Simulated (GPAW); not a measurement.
A run of GPAW 26.7.0:

run.py

```python
from ase import Atoms
from ase.eos import EquationOfState
from ase.io import Trajectory
from ase.units import GPa
from gpaw import GPAW, PW

atoms = Atoms(['Te', 'Nb'],
              cell=[[3.7029743866, 0.0, 0.0],
                    [-1.8514871933, 3.2068698884, 0.0],
                    [0.0, 0.0, 3.694211]],
              scaled_positions=[[0.6666666667, 0.3333333333, 0.0],
                                [0.0, 0.0, 0.5]],
              pbc=True)

traj = Trajectory('eos.traj', 'w')
volumes, energies = [], []
for x in [0.94, 0.96, 0.98, 1.0, 1.02, 1.04, 1.06]:
    a = atoms.copy()
    a.set_cell(atoms.cell * x**(1 / 3), scale_atoms=True)
    calc = GPAW(mode=PW(600),
                xc='PBE',
                kpts={'size': (8, 8, 7), 'gamma': True},
                occupations={'name': 'fermi-dirac', 'width': 0.05},
                nbands=20,
                convergence={'density': 1e-05, 'energy': 1e-05},
                maxiter=150,
                txt=f'eos-{x:.2f}.txt')
    a.calc = calc
    energies.append(a.get_potential_energy(force_consistent=True))
    volumes.append(a.get_volume())
    p = -a.get_stress()[:3].mean() / GPa
    calc.write(f'eos-{x:.2f}.gpw')
    traj.write(a)
    print(f'{x:.2f} {volumes[-1]:10.4f} A^3 {energies[-1]:14.6f} eV {p:9.3f} GPa', flush=True)

v0, e0, B = EquationOfState(volumes, energies, eos='birchmurnaghan').fit()
print(f'V0 = {v0:.4f} A^3, E0 = {e0:.6f} eV, B0 = {B / GPa:.2f} GPa')
```

Potentials or basis: GPAW PAW data sets (gpaw-data 1.2.1), pw.

Command:

```bash
$ OMP_NUM_THREADS=1 python run.py
```

Hardware: 1 thread of Arm Neoverse V2, with other jobs on the host.

How long does it take, and how much memory?

Run time: 2.2 min on 1 thread of Arm Neoverse V2 (shared host), peak memory 0.28 GiB. Counts: scf iterations 70, plane waves 1390, bands 20, k points 40.
